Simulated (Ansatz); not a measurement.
# GaHCl2O (SMILES [OH][Ga]([Cl])[Cl]): PBE/def2-SVP

What is the electronic atomisation energy of GaHCl2O at PBE/def2-SVP? 

The results are computed with Ansatz 0.2.0.

79 further runs of the same task are left out: 79 set aside as unsound or not needed. Runs told in other sessions of the task aren't counted.

### 1 The structure to begin with

GaHCl2O has 5 atoms, charge 0, and is taken as a singlet. SMILES: `[OH][Ga]([Cl])[Cl]`. The shape is that of a PBE0-D4/def2-TZVP optimisation.

Bond lengths: O1–Ga2 1.765 Å, Ga2–Cl3 2.109 Å, Ga2–Cl4 2.123 Å, O1–H5 0.961 Å. Angles: O1–Ga2–Cl3 118.8°, O1–Ga2–Cl4 120.6°, Cl3–Ga2–Cl4 120.6°, Ga2–O1–H5 112.9°.

### 2 The energy at PBE/def2-SVP

Contents of run.yaml:

```yaml
crystal:
  periodic: [false, false, false]
  atoms:
    - {symbol: O, position_ang: [0.254500, 1.354600, 0.245900]}
    - {symbol: Ga, position_ang: [0.118500, -0.394500, 0.056800]}
    - {symbol: Cl, position_ang: [1.500000, -1.634900, 1.057700]}
    - {symbol: Cl, position_ang: [-1.407900, -1.236300, -1.155800]}
    - {symbol: H, position_ang: [-0.415200, 1.837400, -0.246000]}
basis:
  gaussian:
    orbitals: def2-SVP
accuracy: high
magnetization:
  spin_polarized: false
output: {orbitals: {seedname: orbitals}}
hamiltonian:
  xc: pbe
```

Started as:

```
$ ansatz run run.yaml --threads 1 --pin off --max-ram 3480MiB --events-out events.jsonl --progress --plain --runs-dir runs
```

The log of the run:

```text
Warning: RAYON_NUM_THREADS=1 ignored (pool sized by the plan → 1); use --threads N
Functional definition: PBE
  name "PBE"
  parameter kappa = 0.804
  parameter beta = 0.06672455060314922
  exchange = pbe_x(kappa = kappa, mu = beta*pi^2/3)
  correlation = pbe_c(beta = beta)
1675 factors; integrals over basis functions are off by at most 6.0e-9 eV
mean field evaluation 1: about -79446.4955 eV, gradient 6.6e1 eV
mean field evaluation 2: about -79353.2353 eV, gradient 1.9e2 eV
mean field evaluation 4: about -79453.1152 eV, gradient 2.0e1 eV
mean field evaluation 8: about -79453.8584 eV, gradient 3.4e-1 eV
mean field evaluation 16: about -79453.8586 eV, gradient 2.1e-5 eV
mean field -79453.85863239 eV, -2919.8754489808 hartree, gradient 2.2e-8 eV, S^2 0.000000; 0 other end points of the search recorded, 0 dependent functions left out
reference -79453.85863576 eV, -2919.8754491046 hartree; 37, 37 occupied and 50, 50 virtual orbitals, 1675 factors
Total energy: -79453.85863576 eV, -2919.8754491046 hartree
```

Run time: 5.4 s. Hardware: 1 thread of Arm Neoverse V2, shared host; peak memory 0.2 GiB.

### 3 The Cl atom

Contents of job.yaml:

```yaml
crystal:
  periodic: [false, false, false]
  atoms:
    - symbol: Cl
      position_ang: [0.000000, 0.000000, 0.000000]
basis:
  gaussian:
    orbitals: def2-SVP
magnetization:
  spin_polarized: true
  initial_magnetization: 1
hamiltonian:
  xc: {name: PBE}
accuracy: high
```

Run the same way, it converges to -459.79702 Eh (log not shown).

### 4 The Ga atom

Contents of job.yaml:

```yaml
basis:
  gaussian:
    orbitals: def2-SVP
crystal:
  periodic: [false, false, false]
  atoms:
    - {symbol: Ga, position_ang: [0.000000, 0.000000, 0.000000]}
hamiltonian:
  xc: {name: PBE}
magnetization:
  spin_polarized: true
  initial_magnetization: 1
accuracy: high
```

Run the same way, it converges to -1924.26790 Eh (log not shown).

### 5 The H atom

Contents of molecule.yaml:

```yaml
basis:
  gaussian: {orbitals: def2-SVP}
crystal:
  periodic: [false, false, false]
  atoms:
    - {symbol: H, position_ang: [0.000000, 0.000000, 0.000000]}
magnetization: {spin_polarized: true, initial_magnetization: 1}
hamiltonian: {xc: {name: PBE}}
accuracy: high
```

Run the same way, it converges to -0.49863 Eh (log not shown).

### 6 The O atom, same level

Contents of molecule.yaml:

```yaml
crystal:
  periodic: [false, false, false]
  atoms:
    - {symbol: O, position_ang: [0.000000, 0.000000, 0.000000]}
basis:
  gaussian:
    orbitals: def2-SVP
magnetization:
  spin_polarized: true
  initial_magnetization: 2
hamiltonian:
  xc: {name: PBE}
accuracy: high
```

Started as:

```
$ ansatz run molecule.yaml --threads 1 --pin off --max-ram 3480MiB --events-out events.jsonl --progress --plain --runs-dir runs
```

The log of the run (excerpt; [...] marks lines left out):

```text
Warning: RAYON_NUM_THREADS=1 ignored (pool sized by the plan → 1); use --threads N
[... 6 set-up lines as earlier in the session ...]
95 factors; integrals over basis functions are off by at most 1.3e-9 eV
mean field evaluation 1: about -2038.3337 eV, gradient 7.3e0 eV
mean field evaluation 2: about -2038.3974 eV, gradient 5.9e0 eV
mean field evaluation 4: about -2038.5319 eV, gradient 6.4e-3 eV
mean field evaluation 8: about -2038.5320 eV, gradient 2.8e-5 eV
mean field evaluation 16: about -2038.5319 eV, gradient 1.0e-1 eV
mean field evaluation 32: about -2038.5320 eV, gradient 7.5e-9 eV
mean field -2038.53201052 eV, -74.9146696201 hartree, gradient 7.5e-9 eV, S^2 2.001839; 2 other end points of the search recorded, 0 dependent functions left out
reference -2038.53201116 eV, -74.9146696435 hartree; 5, 3 occupied and 9, 11 virtual orbitals, 95 factors
Total energy: -2038.53201116 eV, -74.9146696435 hartree
```

Run time: 0.42 s. Hardware: 1 thread of Arm Neoverse V2, shared host.

### 7 Results

At PBE/def2-SVP:

| quantity | value |
| --- | --- |
| molecule: total energy | -2919.87545 Eh |
| molecule: HOMO energy | -7.62 eV |
| molecule: LUMO energy | -2.30 eV |
| molecule: HOMO–LUMO gap | 5.33 eV |
| Cl atom: total energy | -459.79702 Eh |
| Cl atom: ⟨S²⟩ | 0.752 |
| Ga atom: total energy | -1924.26790 Eh |
| Ga atom: ⟨S²⟩ | 0.752 |
| H atom: total energy | -0.49863 Eh |
| H atom: ⟨S²⟩ | 0.750 |
| O atom: total energy | -74.91467 Eh |
| O atom: ⟨S²⟩ | 2.002 |
| electronic atomisation energy | 16.333 eV |

In words: Taking the molecule apart into free atoms costs 16.33 eV (1576 kJ/mol), before zero-point energy and without spin-orbit coupling.
